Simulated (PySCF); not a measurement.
# C8H9BrO (2-bromophenetole): the cost of one run

Computed with PySCF 2.14.0 and routines of our own; the level stands in each step. Atoms count from 0.

## (1) The system as given

19 atoms, charge 0, multiplicity 1; geometry from: GFN2-xTB.

## (2) Geometry optimisation at PBE0-D3(BJ)/def2-SVP

The job: settings as JSON, then the geometry in Å.

```
{"job": {"xc": "PBE0", "basis": "def2-SVP", "d3": "d3bj", "grid": 2, "kind": "geom"}, "charge": 0, "multiplicity": 1}
C      2.659621     0.124103    -0.601874
C      2.101400    -0.399118     0.717386
O      0.893167    -1.109841     0.543859
C     -0.256773    -0.448122     0.279895
C     -0.449692     0.928825     0.323987
C     -1.695303     1.470572     0.051750
C     -2.767200     0.660182    -0.272157
C     -2.595685    -0.713761    -0.320690
C     -1.355850    -1.250168    -0.045881
Br    -1.091196    -3.129229    -0.102889
H      2.793826    -0.701970    -1.295832
H      1.982718     0.845374    -1.054261
H      3.620318     0.601230    -0.430477
H      1.971543     0.414600     1.441357
H      2.785165    -1.136169     1.146689
H      0.364868     1.588088     0.579043
H     -1.820782     2.541936     0.091887
H     -3.732975     1.089239    -0.487012
H     -3.416973    -1.366520    -0.572242
```

The run is started by

```console
$ OMP_NUM_THREADS=1 python excited_run.py task.json out
```

One launch serves the whole session: the jobs run in the order shown.

Q: Estimate the wall time and peak memory of this first job on 1 thread of Arm Neoverse V2, shared host.

About 2.4 min, with a peak of 1.1 GiB.
